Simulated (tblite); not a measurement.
# C4H13AlGeO2: the cost of one run

Programs: tblite 0.8.0 and PySCF 2.14.0, with density-fitted response routines of our own. Each step states its level of theory. These are calculated values for one molecule, in the gas phase or a continuum, unless marked as measured. Atoms count from 0, in the outputs and in this text.

**1. The molecule as given**

21 atoms, charge 0, multiplicity 1; geometry from: force field or distance geometry start.

Bonds of the start (Å): Al0–O1 1.81, O1–C2 1.36, C2–C3 1.49, C3–C4 1.51, C4–C5 1.49, C5–O6 1.35, O6–Ge7 1.73, C5–O1 1.39, Al0–H8 1.61, Al0–H9 1.56, Al0–H10 1.61, C2–H11 1.12, C2–H12 1.12, C3–H13 1.10, C3–H14 1.12, C4–H15 1.12, C4–H16 1.08, C5–H17 1.11, Ge7–H18 1.54, Ge7–H19 1.56, Ge7–H20 1.55.

**2. Relaxing the molecule with GFN2-xTB**

The job: settings as JSON, then the geometry in Å.

```
{"job": {"kind": "relax", "xc": "GFN2-xTB", "basis": "xTB"}, "charge": 0, "multiplicity": 1}
Al    -0.100200    -1.460400    -1.581700
O     -0.509600     0.141500    -0.855300
C     -1.800400     0.307800    -0.445000
C     -1.851600     0.999500     0.876000
C     -0.428100     1.464100     1.078000
C      0.340900     0.565200     0.164500
O      0.946100    -0.501600     0.730300
Ge     2.661400    -0.732900     0.626800
H     -0.698900    -1.459200    -3.080100
H      1.421300    -1.801900    -1.672000
H     -0.883200    -2.637700    -0.817600
H     -2.306800     0.954100    -1.199700
H     -2.365900    -0.647800    -0.337000
H     -2.531300     1.865300     0.795800
H     -2.157800     0.325400     1.711100
H     -0.384500     2.494100     0.631500
H     -0.088200     1.558200     2.097600
H      1.123300     1.179800    -0.328400
H      3.449600    -0.584000     1.942400
H      3.229900     0.179500    -0.500600
H      2.925000    -2.192100     0.163100
```

The run is started by

```bash
$ OMP_NUM_THREADS=1 python probes_run.py task.json out
```

The driver reads the jobs from task.json and runs them one after another.

**Question.** How long does this first job take on 1 thread of Arm Neoverse V2, shared host, and how much memory does it need?

About 1.4 s, with a peak of 0.18 GiB.
